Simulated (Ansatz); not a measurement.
**CH7NSSi2: up Jacob's ladder to CCSD(T)**

The task here is to estimate one member of a computed series from the others.

Program: Ansatz 0.2.0, Gaussian basis. Level of theory: functionals in def2-TZVPP, the program's frozen cores in correlated methods. These are calculated values, not measurements.

Levels to be run: PBE-D4, r2SCAN-D4, PBE0-D4, B3LYP-D4, ωB97X-V, ωB97M-V, B2PLYP; CCSD(T)/def2-TZVPP; MP2/def2-QZVPP; extrapolation to the limit.

## Structure used throughout

All runs share one geometry, relaxed beforehand with PBE0-D4 in a triple-zeta def2 set.

12 atoms, charge 0, spin multiplicity 1.

Atoms are counted from 1 here; the program's logs count them from 0.

Bond lengths: C1–N2 1.454 Å, C1–Si5 1.888 Å, C1–H6 1.095 Å, C1–H7 1.099 Å, N2–Si3 1.718 Å, N2–H8 1.008 Å, Si3–S4 2.140 Å, Si3–H9 1.486 Å, Si3–H10 1.490 Å, S4–Si5 2.139 Å, Si5–H11 1.486 Å, Si5–H12 1.485 Å. Angles: N2–C1–Si5 105.9°, N2–C1–H6 110.4°, N2–C1–H7 113.8°, Si5–C1–H6 108.4°, Si5–C1–H7 110.9°, H6–C1–H7 107.3°, C1–N2–Si3 121.1°, C1–N2–H8 115.1°, Si3–N2–H8 120.0°, N2–Si3–S4 103.9°, N2–Si3–H9 110.0°, N2–Si3–H10 115.6°, S4–Si3–H9 112.7°, S4–Si3–H10 107.4°, H9–Si3–H10 107.4°, Si3–S4–Si5 92.3°, C1–Si5–S4 104.0°, C1–Si5–H11 110.6° and more.

As a file:

```mol
CH7NSSi2
  3D, bonds by distance, orders not assigned

 12 12  0  0  0  0  0  0  0  0999 V2000
    0.3391   -1.1020   -0.3474 C   0  0
    0.2991   -0.5175    0.9831 N   0  0
    0.3038    1.1866    1.2039 Si  0  0
   -0.5324    1.9423   -0.6154 S   0  0
   -0.7820   -0.0247   -1.4189 Si  0  0
   -0.0699   -2.1182   -0.3311 H   0  0
    1.3494   -1.1636   -0.7753 H   0  0
    0.6094   -1.1236    1.7267 H   0  0
   -0.5017    1.5462    2.3992 H   0  0
    1.6470    1.8110    1.3688 H   0  0
   -2.1959   -0.4682   -1.3085 H   0  0
   -0.3890   -0.0235   -2.8512 H   0  0
  1  2  8  0
  2  3  8  0
  3  4  8  0
  4  5  8  0
  1  6  8  0
  1  7  8  0
  2  8  8  0
  3  9  8  0
  3 10  8  0
  5 11  8  0
  5 12  8  0
  1  5  8  0
M  END
```

Set-up of the first run:

Contents of in.yaml:

```yaml
crystal:
  periodic: [false, false, false]
  atoms:
    - {symbol: C, position_ang: [0.339135, -1.102021, -0.347380]}
    - {symbol: N, position_ang: [0.299105, -0.517501, 0.983139]}
    - {symbol: Si, position_ang: [0.303793, 1.186596, 1.203904]}
    - {symbol: S, position_ang: [-0.532397, 1.942325, -0.615445]}
    - {symbol: Si, position_ang: [-0.782033, -0.024663, -1.418920]}
    - {symbol: H, position_ang: [-0.069856, -2.118170, -0.331082]}
    - {symbol: H, position_ang: [1.349434, -1.163611, -0.775324]}
    - {symbol: H, position_ang: [0.609442, -1.123566, 1.726706]}
    - {symbol: H, position_ang: [-0.501682, 1.546160, 2.399246]}
    - {symbol: H, position_ang: [1.647044, 1.810999, 1.368842]}
    - {symbol: H, position_ang: [-2.195912, -0.468234, -1.308478]}
    - {symbol: H, position_ang: [-0.388970, -0.023514, -2.851209]}
basis:
  gaussian: {orbitals: def2-TZVPP}
hamiltonian: {xc: pbe, dispersion: d4}
output: {forces: true, orbitals: {seedname: orbitals}}
```

Run with:

```bash
ansatz run in.yaml --threads 4 --pin off --events-out ev --progress --plain --max-ram 10444MiB
```

Steps of the session up to this table: PBE-D4 (GGA); r2SCAN-D4 (meta-GGA); PBE0-D4 (hybrid); B3LYP-D4 (hybrid); ωB97X-V (range-separated); ωB97M-V (range-separated); B2PLYP (double hybrid); CCSD(T) in def2-TZVPP; MP2 in def2-QZVPP.

One of the session's tables, all rows but one given; the rest of the session is left out.

```
            method  atomisation energy (kJ/mol)
            PBE-D4                       4192.3
         r2SCAN-D4                       4154.6
           PBE0-D4                       4150.4
          B3LYP-D4                       4148.7
           ωB97X-V                       4195.2
           ωB97M-V                       4178.7
            B2PLYP                       4089.5
     HF/def2-TZVPP                       3005.5
    MP2/def2-TZVPP                       4070.0
   CCSD/def2-TZVPP                       3967.1
CCSD(T)/def2-TZVPP                       4027.4
           MP2/CBS                       4200.6
       CCSD(T)/CBS                            ?
```

Estimate the missing values for CCSD(T)/CBS.

As computed: atomisation energy (kJ/mol): 4158.0. In the column «atomisation energy (kJ/mol)» it lies between r2SCAN-D4 (4154.6) and ωB97M-V (4178.7).
